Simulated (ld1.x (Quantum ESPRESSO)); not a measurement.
# Mo: generating and testing a PAW potential

Do these settings give a usable potential? It is generated, then checked for transferability, scattering, ghosts and hardness.

The numbers are computed with ld1.x (Quantum ESPRESSO) 7.5 (PBE, scalar-relativistic, spin-unpolarised reference atom).

## (1) The atom and the settings

The settings as typed:

```
element                 : molybdenum (Mo, Z = 42)
type                    : PAW
frozen core             : [Ar] 3d10
valence charge          : 14
reference configuration : 4s2 4p6 4d5 5s1 5p0
partial waves           : 4s (bound): rcut 1.45, rcutus 1.60 bohr; 5s (bound): rcut 1.45, rcutus 1.60 bohr; 4p (bound): rcut 2.10, rcutus 2.20 bohr; 5p (bound, empty): rcut 2.10, rcutus 2.20 bohr; 4d (bound): rcut 1.45, rcutus 1.70 bohr; 4d channel at 0.2 Ry: rcut 1.45, rcutus 1.70 bohr
local potential         : all-electron potential smoothed inside 1.65 bohr (lloc = -1)
core correction         : Bessel-smoothed model core inside 1.25 bohr
augmentation charge     : PSQ, inside the norm-conserving radii
```

## (2) Generating the potential

Contents of Mo.in:

```
 &input
   title='Mo', zed=42., rel=1, dft='PBE', iswitch=3,
   config='[Kr] 4d5 5s1 5p0',
   nld=3, rlderiv=2.40, eminld=-7.0, emaxld=5.0, deld=0.02
 /
 &inputp
   pseudotype=3, lpaw=.true., tm=.true., lloc=-1, rcloc=1.65,
   nlcc=.true., new_core_ps=.true., rcore=1.25,
   which_augfun='PSQ', rmatch_augfun_nc=.true.,
   file_pseudopw='Mo.UPF', file_wfcaegen='ae.wfc', file_wfcncgen='nc.wfc', file_beta='beta', file_chi='chi', file_wfcusgen='us.wfc'
 /
6
4S  1  0   2.00   0.00  1.45  1.60  0.0
5S  2  0   1.00   0.00  1.45  1.60  0.0
4P  2  1   6.00   0.00  2.10  2.20  0.0
5P  3  1   0.00   0.00  2.10  2.20  0.0
4D  3  2   5.00   0.00  1.45  1.70  0.0
4D  3  2   0.00   0.20  1.45  1.70  0.0
 &test
   configts(1)='4s2 4p6 4d5 5s1 5p0'
 /
```

Command:

```bash
$ ld1.x < Mo.in > Mo.out
```

The output, Mo.out (without the banner and most projector matrices):

```text
     Program LD1 v.7.5
     --------------------------- All-electron run ----------------------------

     Mo
     scalar relativistic calculation

     atomic number is 42.00
     dft =PBE   lsd =0 sic =0 latt =0  beta=0.20 tr2=1.0E-14
     Exchange-correlation= PBE
                           (   1   4   3   4   0   0   0)
     mesh =1229 r(mesh) = 100.71859 a.u. xmin = -7.00 dx = 0.01250
     1 Ry =  13.60569312 eV, c = 137.03599908

     n l     nl                  e(Ry)          e(Ha)          e(eV)
     1 0     1S 1( 2.00)     -1456.9408      -728.4704    -19822.6900
     2 0     2S 1( 2.00)      -205.7692      -102.8846     -2799.6323
     2 1     2P 1( 6.00)      -183.9502       -91.9751     -2502.7696
     3 0     3S 1( 2.00)       -35.0245       -17.5123      -476.5332
     3 1     3P 1( 6.00)       -27.8740       -13.9370      -379.2445
     4 0     4S 1( 2.00)        -4.7294        -2.3647       -64.3466
     4 1     4P 1( 6.00)        -2.8286        -1.4143       -38.4852
     3 2     3D 1(10.00)       -16.2417        -8.1208      -220.9794
     4 2     4D 1( 5.00)        -0.2758        -0.1379        -3.7528
     5 0     5S 1( 1.00)        -0.3003        -0.1502        -4.0863
     5 1     5P 1( 0.00)        -0.0767        -0.0383        -1.0434

     final scf error:  3.0E-18 reached in  30 iterations

     Etot =   -8097.243804 Ry,   -4048.621902 Ha, -110168.614337 eV

     Ekin =    8348.961097 Ry,    4174.480548 Ha,  113593.402581 eV
     Encl =  -19514.479581 Ry,   -9757.239791 Ha, -265508.020635 eV
     Eh   =    3315.195666 Ry,    1657.597833 Ha,   45105.534870 eV
     Exc  =    -246.920985 Ry,    -123.460493 Ha,   -3359.531153 eV

     normalization and overlap integrals

     s(1S/1S) =  1.000000  <r> =   0.0352  <r2> =    0.0017  r(max) =   0.0229
     s(2S/2S) =  1.000000  <r> =   0.1537  <r2> =    0.0279  r(max) =   0.1303
     s(2P/2P) =  1.000000  <r> =   0.1340  <r2> =    0.0219  r(max) =   0.1041
     s(3S/3S) =  1.000000  <r> =   0.4289  <r2> =    0.2107  r(max) =   0.3819
     s(3P/3P) =  1.000000  <r> =   0.4306  <r2> =    0.2158  r(max) =   0.3771
     s(4S/4S) =  1.000000  <r> =   1.1075  <r2> =    1.3914  r(max) =   0.9874
     s(4P/4P) =  1.000000  <r> =   1.2378  <r2> =    1.7597  r(max) =   1.0777
     s(3D/3D) =  1.000000  <r> =   0.4153  <r2> =    0.2074  r(max) =   0.3246
     s(4D/4D) =  1.000000  <r> =   1.9997  <r2> =    5.0758  r(max) =   1.3838
     s(5S/5S) =  1.000000  <r> =   3.5954  <r2> =   14.9208  r(max) =   2.9295
     s(5P/5P) =  1.000000  <r> =   5.3883  <r2> =   34.4647  r(max) =   4.1055

     ------------------------ End of All-electron run ------------------------

     --------------------- Generating PAW atomic setup --------------------

      Generating local potential from pseudized AE potential:
      Matching radius rcloc =   1.6500

      Local pseudo, rcloc= 1.669 Estimated cut-off energy=     9.03 Ry

      Computing core charge for nlcc:

       r > 1.25 : true rho core
      Core charge pseudized with two Bessel functions
      Integrated core pseudo-charge :   1.38
      Wfc-us  4S rcutus= 1.588  Estimated cut-off energy=    21.08 Ry
      Wfc-us  5S rcutus= 1.588  Estimated cut-off energy=    40.60 Ry
      Wfc-us  4P rcutus= 2.198  Estimated cut-off energy=    17.95 Ry
      Wfc-us  5P rcutus= 2.198  Estimated cut-off energy=    33.66 Ry
      Wfc-us  4D rcutus= 1.711  Estimated cut-off energy=    38.60 Ry
      Wfc-us  4D rcutus= 1.711  Estimated cut-off energy=    39.93 Ry

     Required augmentation: PSQ   radius:    2.200000

     Q pseudized with Bessel functions
     Expected ecutrho=     188.2723 due to l1=  2   l2=  2

     Estimated PAW energy = -363.114693 Ryd

     The PAW screened D coefficients
     8.88909     2.79758     0.00000     0.00000     0.00000     0.00000
     2.79758     0.86868     0.00000     0.00000     0.00000     0.00000
     0.00000     0.00000    -0.80970     0.77718     0.00000     0.00000
     0.00000     0.00000     0.77718     0.33352     0.00000     0.00000
     0.00000     0.00000     0.00000     0.00000    -0.11605    -0.08665
     0.00000     0.00000     0.00000     0.00000    -0.08665    -0.06332

     The PAW descreened D coefficients (US)
     0.09791    -0.27194     0.00000     0.00000     0.00000     0.00000
    -0.27194    -0.15771     0.00000     0.00000     0.00000     0.00000
     0.00000     0.00000     3.57549    -0.66460     0.00000     0.00000
     0.00000     0.00000    -0.66460    -0.77191     0.00000     0.00000
     0.00000     0.00000     0.00000     0.00000     0.35853     0.29406
     0.00000     0.00000     0.00000     0.00000     0.29406     0.24214

     ------------------- End of pseudopotential generation -------------------

     [... the all-electron block is printed once more ...]


     Computing logarithmic derivative in   2.41355
     Computing logarithmic derivative in   2.41355
     Computing the partial wave expansion
     R is outside the sphere for l=    0 j= 0.00
     R is outside the sphere for l=    0 j= 0.00
     R is outside the sphere for l=    1 j= 0.00
     R is outside the sphere for l=    1 j= 0.00
     R is outside the sphere for l=    2 j= 0.00
     R is outside the sphere for l=    2 j= 0.00

     ---------------------- Testing the pseudopotential ----------------------

     Mo
     scalar relativistic calculation

     atomic number is 42.00   valence charge is 14.00
     dft = SLA  PW   PBX  PBC   lsd =0 sic =0 latt =0  beta=0.20 tr2=1.0E-14
     mesh =1229 r(mesh) = 100.71859 xmin = -7.00 dx = 0.01250

     n l     nl             e AE (Ry)        e PS (Ry)    De AE-PS (Ry)
     1 0     4S   1( 2.00)       -4.72938       -4.72938       -0.00000
     2 1     4P   1( 6.00)       -2.82861       -2.82861        0.00000
     3 2     4D   1( 5.00)       -0.27582       -0.27582       -0.00000
     2 0     5S   1( 1.00)       -0.30034       -0.30033       -0.00000
     3 1     5P   1( 0.00)       -0.07669       -0.07669       -0.00000

     eps = 4.1E-15  iter =  8

     Etot =   -8097.243804 Ry,   -4048.621902 Ha, -110168.614337 eV
     Etotps =  -363.114685 Ry,    -181.557342 Ha,   -4940.426966 eV

     Ekin =     191.875679 Ry,      95.937840 Ha,    2610.601609 eV
     Encl =    -420.868414 Ry,    -210.434207 Ha,   -5726.206484 eV
     Ehrt =     112.799036 Ry,      56.399518 Ha,    1534.709065 eV
     Ecxc =    -246.920986 Ry,    -123.460493 Ha,   -3359.531157 eV
     (Ecc =      -1.744973 Ry,      -0.872486 Ha,     -23.741563 eV)

     ---------------------- End of pseudopotential test ----------------------
```

Wall time 1.8 s (1 thread of Neoverse-V1, shared host). This counts the later configuration tests of the new file too.

Partial waves on a coarse radial grid (AE all-electron, PS pseudo):

```tsv
r (bohr)	5p AE	5p PS
0.110	0.0517	0.0182
0.220	-0.0637	0.0698
0.330	-0.1000	0.1466
0.440	-0.0507	0.2365
0.550	0.0277	0.3256
0.660	0.0983	0.4003
0.770	0.1462	0.4498
0.880	0.1691	0.4672
0.990	0.1697	0.4508
1.100	0.1529	0.4038
1.210	0.1238	0.3332
1.320	0.0867	0.2483
1.430	0.0452	0.1587
1.540	0.0018	0.0730
1.650	-0.0417	-0.0032
1.760	-0.0841	-0.0671
1.870	-0.1246	-0.1192
1.980	-0.1628	-0.1618
2.090	-0.1983	-0.1983
2.200	-0.2311	-0.2311
2.310	-0.2612	-0.2612
2.420	-0.2886	-0.2886
2.530	-0.3134	-0.3134
2.640	-0.3357	-0.3357
2.750	-0.3556	-0.3556
2.860	-0.3733	-0.3733
```

## (3) Transferability test

Contents of Mo.test.in:

```
 &input
   title='Mo', zed=42., rel=1, dft='PBE', iswitch=2,
   config='[Kr] 4d5 5s1 5p0'
 /
 &test
   file_pseudo='Mo.UPF', nconf=8,
   configts(1)='4s2 4p6 4d5 5s1 5p0',
   configts(2)='4s2 4p6 4d5 5s0 5p0',
   configts(3)='4s2 4p6 4d4 5s0 5p0',
   configts(4)='4s2 4p6 4d3 5s0 5p0',
   configts(5)='4s2 4p6 4d4 5s1 5p0',
   configts(6)='4s2 4p6 4d2 5s0 5p0',
   configts(7)='4s2 4p6 4d4 5s2 5p0',
   configts(8)='4s2 4p6 4d5 5s0 5p1'
 /
```

Command:

```bash
$ ld1.x < Mo.test.in > Mo.test.out
```

Mo.test.out, the pseudopotential blocks:

```text
     ---------------------- Testing the pseudopotential ----------------------

     Mo
     scalar relativistic calculation

     atomic number is 42.00   valence charge is 14.00
     dft =SLA  PW   PBX  PBC   lsd =0 sic =0 latt =0  beta=0.20 tr2=1.0E-14
     mesh =1229 r(mesh) = 100.71859 xmin = -7.00 dx = 0.01250

     n l     nl             e AE (Ry)        e PS (Ry)    De AE-PS (Ry)
     1 0     4S   1( 2.00)       -4.72938       -4.72938       -0.00000
     2 1     4P   1( 6.00)       -2.82861       -2.82861        0.00000
     3 2     4D   1( 5.00)       -0.27582       -0.27582       -0.00000
     2 0     5S   1( 1.00)       -0.30034       -0.30033       -0.00000
     3 1     5P   1( 0.00)       -0.07669       -0.07669       -0.00000

     eps = 4.1E-15  iter =  8

     Etot =   -8097.243804 Ry,   -4048.621902 Ha, -110168.614337 eV
     Etotps =  -363.114685 Ry,    -181.557342 Ha,   -4940.426966 eV

     Ekin =     191.875679 Ry,      95.937840 Ha,    2610.601609 eV
     Encl =    -420.868414 Ry,    -210.434207 Ha,   -5726.206484 eV
     Ehrt =     112.799036 Ry,      56.399518 Ha,    1534.709065 eV
     Ecxc =    -246.920986 Ry,    -123.460493 Ha,   -3359.531157 eV
     (Ecc =      -1.744973 Ry,      -0.872486 Ha,     -23.741563 eV)

     ---------------------- End of pseudopotential test ----------------------

     ---------------------- Testing the pseudopotential ----------------------

     Mo
     scalar relativistic calculation

     atomic number is 42.00   valence charge is 14.00
     dft =SLA  PW   PBX  PBC   lsd =0 sic =0 latt =0  beta=0.20 tr2=1.0E-14
     mesh =1229 r(mesh) = 100.71859 xmin = -7.00 dx = 0.01250

     n l     nl             e AE (Ry)        e PS (Ry)    De AE-PS (Ry)
     1 0     4S   1( 2.00)       -5.22677       -5.22872        0.00194
     2 1     4P   1( 6.00)       -3.32867       -3.33006        0.00139
     3 2     4D   1( 5.00)       -0.76541       -0.76582        0.00041
     2 0     5S   1( 0.00)       -0.72238       -0.72219       -0.00019
     3 1     5P   1( 0.00)       -0.43422       -0.43403       -0.00019

     eps = 8.4E-15  iter = 11

     Etot =   -8096.737397 Ry,   -4048.368698 Ha, -110161.724320 eV
     Etotps =  -362.608280 Ry,    -181.304140 Ha,   -4933.536986 eV
     dEtot_ae =       0.506407 Ry
     dEtot_ps =       0.506404 Ry,   Delta E=       0.000003 Ry

     Ekin =     191.055726 Ry,      95.527863 Ha,    2599.445579 eV
     Encl =    -413.076631 Ry,    -206.538316 Ha,   -5620.193882 eV
     Ehrt =     106.058380 Ry,      53.029190 Ha,    1442.997776 eV
     Ecxc =    -246.645756 Ry,    -123.322878 Ha,   -3355.786460 eV
     (Ecc =      -1.744973 Ry,      -0.872486 Ha,     -23.741563 eV)

     ---------------------- End of pseudopotential test ----------------------

     ---------------------- Testing the pseudopotential ----------------------

     Mo
     scalar relativistic calculation

     atomic number is 42.00   valence charge is 14.00
     dft =SLA  PW   PBX  PBC   lsd =0 sic =0 latt =0  beta=0.20 tr2=1.0E-14
     mesh =1229 r(mesh) = 100.71859 xmin = -7.00 dx = 0.01250

     n l     nl             e AE (Ry)        e PS (Ry)    De AE-PS (Ry)
     1 0     4S   1( 2.00)       -6.08228       -6.07662       -0.00566  !
     2 1     4P   1( 6.00)       -4.17108       -4.16670       -0.00437
     3 2     4D   1( 4.00)       -1.53074       -1.52884       -0.00190
     2 0     5S   1( 0.00)       -1.30116       -1.30138        0.00022
     3 1     5P   1( 0.00)       -0.93263       -0.93463        0.00199

     eps = 1.6E-15  iter = 11

     Etot =   -8095.600994 Ry,   -4047.800497 Ha, -110146.262764 eV
     Etotps =  -361.472252 Ry,    -180.736126 Ha,   -4918.080531 eV
     dEtot_ae =       1.642810 Ry
     dEtot_ps =       1.642433 Ry,   Delta E=       0.000378 Ry

     Ekin =     191.026914 Ry,      95.513457 Ha,    2599.053564 eV
     Encl =    -402.228444 Ry,    -201.114222 Ha,   -5472.596769 eV
     Ehrt =      95.697378 Ry,      47.848689 Ha,    1302.029161 eV
     Ecxc =    -245.968100 Ry,    -122.984050 Ha,   -3346.566486 eV
     (Ecc =      -1.744973 Ry,      -0.872486 Ha,     -23.741563 eV)

     ---------------------- End of pseudopotential test ----------------------

     ---------------------- Testing the pseudopotential ----------------------

     Mo
     scalar relativistic calculation

     atomic number is 42.00   valence charge is 14.00
     dft =SLA  PW   PBX  PBC   lsd =0 sic =0 latt =0  beta=0.20 tr2=1.0E-14
     mesh =1229 r(mesh) = 100.71859 xmin = -7.00 dx = 0.01250

     n l     nl             e AE (Ry)        e PS (Ry)    De AE-PS (Ry)
     1 0     4S   1( 2.00)       -7.07800       -7.05559       -0.02241  !
     2 1     4P   1( 6.00)       -5.14642       -5.12901       -0.01741  !
     3 2     4D   1( 3.00)       -2.41857       -2.40867       -0.00990  !
     2 0     5S   1( 0.00)       -1.96231       -1.96234        0.00002
     3 1     5P   1( 0.00)       -1.51918       -1.52913        0.00995  !

     eps = 6.1E-15  iter = 13

     Etot =   -8093.635334 Ry,   -4046.817667 Ha, -110119.518600 eV
     Etotps =  -359.511832 Ry,    -179.755916 Ha,   -4891.407660 eV
     dEtot_ae =       3.608470 Ry
     dEtot_ps =       3.602853 Ry,   Delta E=       0.005618 Ry

     Ekin =     190.883059 Ry,      95.441529 Ha,    2597.096319 eV
     Encl =    -389.877850 Ry,    -194.938925 Ha,   -5304.558379 eV
     Ehrt =      84.621923 Ry,      42.310961 Ha,    1151.339913 eV
     Ecxc =    -245.138964 Ry,    -122.569482 Ha,   -3335.285513 eV
     (Ecc =      -1.744973 Ry,      -0.872486 Ha,     -23.741563 eV)

     ---------------------- End of pseudopotential test ----------------------

     ---------------------- Testing the pseudopotential ----------------------

     Mo
     scalar relativistic calculation

     atomic number is 42.00   valence charge is 14.00
     dft =SLA  PW   PBX  PBC   lsd =0 sic =0 latt =0  beta=0.20 tr2=1.0E-14
     mesh =1229 r(mesh) = 100.71859 xmin = -7.00 dx = 0.01250

     n l     nl             e AE (Ry)        e PS (Ry)    De AE-PS (Ry)
     1 0     4S   1( 2.00)       -5.46664       -5.46049       -0.00615  !
     2 1     4P   1( 6.00)       -3.55610       -3.55138       -0.00472
     3 2     4D   1( 4.00)       -0.93829       -0.93641       -0.00188
     2 0     5S   1( 1.00)       -0.80656       -0.80673        0.00017
     3 1     5P   1( 0.00)       -0.49297       -0.49386        0.00089

     eps = 4.6E-15  iter = 14

     Etot =   -8096.651146 Ry,   -4048.325573 Ha, -110160.550817 eV
     Etotps =  -362.522724 Ry,    -181.261362 Ha,   -4932.372927 eV
     dEtot_ae =       0.592658 Ry
     dEtot_ps =       0.591961 Ry,   Delta E=       0.000697 Ry

     Ekin =     192.208631 Ry,      96.104316 Ha,    2615.131649 eV
     Encl =    -411.731479 Ry,    -205.865740 Ha,   -5601.892154 eV
     Ehrt =     103.339130 Ry,      51.669565 Ha,    1406.000488 eV
     Ecxc =    -246.339005 Ry,    -123.169503 Ha,   -3351.612910 eV
     (Ecc =      -1.744973 Ry,      -0.872486 Ha,     -23.741563 eV)

     ---------------------- End of pseudopotential test ----------------------
```

3 tests gave no usable energy difference (4s2 4p6 4d2 5s0 5p0; 4s2 4p6 4d4 5s2 5p0; 4s2 4p6 4d5 5s0 5p1); the test run stopped with "negative rho".

The tests as a table, with energies relative to 4s2 4p6 4d5 5s1 5p0.

| valence configuration | charge | ΔE all-electron (eV) | error AE − PS (meV) |
| --- | --- | --- | --- |
| 4s2 4p6 4d5 5s0 5p0 | +1 | 6.890 | 0.0 |
| 4s2 4p6 4d4 5s0 5p0 | +2 | 22.352 | +5.1 |
| 4s2 4p6 4d3 5s0 5p0 | +3 | 49.096 | +76 |
| 4s2 4p6 4d4 5s1 5p0 | +1 | 8.064 | +9.5 |

## (4) Does it scatter like the atom?

Taken from the files of the generation run. The phase is arctan(r·u′/u) with u = r·R, unwrapped, with energies in Ry. A pole is an energy at which the radial function vanishes at the test radius. The pseudo phase is shifted by a multiple of π to meet the all-electron one at the reference energy. Levels narrower than the energy grid can be missing from the poles. Left out: p, where the overlap operator is not positive , so their phases aren't trusted. The last column is the largest difference on the grid between −1 and +1 Ry.

| channel | radius (bohr) | reference (Ry) | poles AE | poles PS | window around the reference with phases within 0.05 rad (Ry) | largest difference near zero (rad) |
| --- | --- | --- | --- | --- | --- | --- |
| s | 2.41 | -0.30 | -4.65, 3.88 | -4.65, 3.43 | below 4.0 | 0.008 |
| d | 2.41 | -0.28 | 0.48 | 0.48 | the whole range | 0.000 |

Phases (rad) along the scan:

```tsv
E (Ry)	s AE	s PS	d AE	d PS
-7.00	1.392	1.392	1.412	1.413
-6.48	1.380	1.380	1.406	1.406
-5.96	1.363	1.363	1.399	1.399
-5.44	1.330	1.330	1.390	1.390
-4.92	1.100	1.100	1.380	1.380
-4.40	-1.705	-1.705	1.368	1.368
-3.88	-1.766	-1.767	1.353	1.353
-3.36	-1.800	-1.800	1.335	1.335
-2.84	-1.833	-1.833	1.310	1.310
-2.32	-1.872	-1.873	1.274	1.274
-1.80	-1.926	-1.927	1.216	1.216
-1.28	-2.009	-2.010	1.099	1.099
-0.76	-2.155	-2.156	0.704	0.704
-0.24	-2.466	-2.466	-0.949	-0.949
0.28	-3.179	-3.182	-1.497	-1.497
0.80	-3.962	-3.970	-1.653	-1.653
1.32	-4.320	-4.330	-1.749	-1.749
1.84	-4.485	-4.496	-1.842	-1.842
2.36	-4.577	-4.591	-1.969	-1.969
2.88	-4.636	-4.657	-2.206	-2.204
3.40	-4.680	-4.709	-2.796	-2.783
3.92	-4.715	-4.760	-3.757	-3.736
4.44	-4.745	-4.824	-4.237	-4.223
4.96	-4.774	-4.940	-4.431	-4.421
```

## (5) Cutoff and ghost test in a Bessel basis

This step uses the generator's waves and projectors in a separate script. Basis: spherical Bessel functions vanishing at 20 bohr, q² up to the cutoff; potential fixed at the reference.

No cutoffs are read. The overlap operator is not positive in p (lowest eigenvalue -0.439), so the test is not defined there. The ghost test is not conclusive.

## (6) Results

```
                                                quantity                                                value
                                                 cutoffs                                       not determined
                                            bound ghosts                                       not determined
                            largest test error (AE − PS)  +76 meV, for 4s2 4p6 4d3 5s0 5p0 (3 tests unsolved)
largest phase difference near zero energy, channels read                                            0.008 rad
         lowest eigenvalue of the overlap (Bessel basis)                                           -0.439 (p)
               density cutoff estimated by the generator                                               188 Ry
```

**Reading.** The overlap operator is not positive definite in p, so a plane-wave run would break down once the basis is large enough. By total energies transferability is fair where solved: the largest error is 76 meV on 49.1 eV, for 4s2 4p6 4d3 5s0 5p0. That test lies far up in energy; among those under 40 eV, nearer to bonding, the largest error is 9.5 meV. The test run broke off, so later configurations gave nothing; the verdict rests on few tests. No cutoffs are read. Ghosts could not be judged. Near zero energy the phases of the channels with partial waves that could be evaluated agree within 0.008 rad.
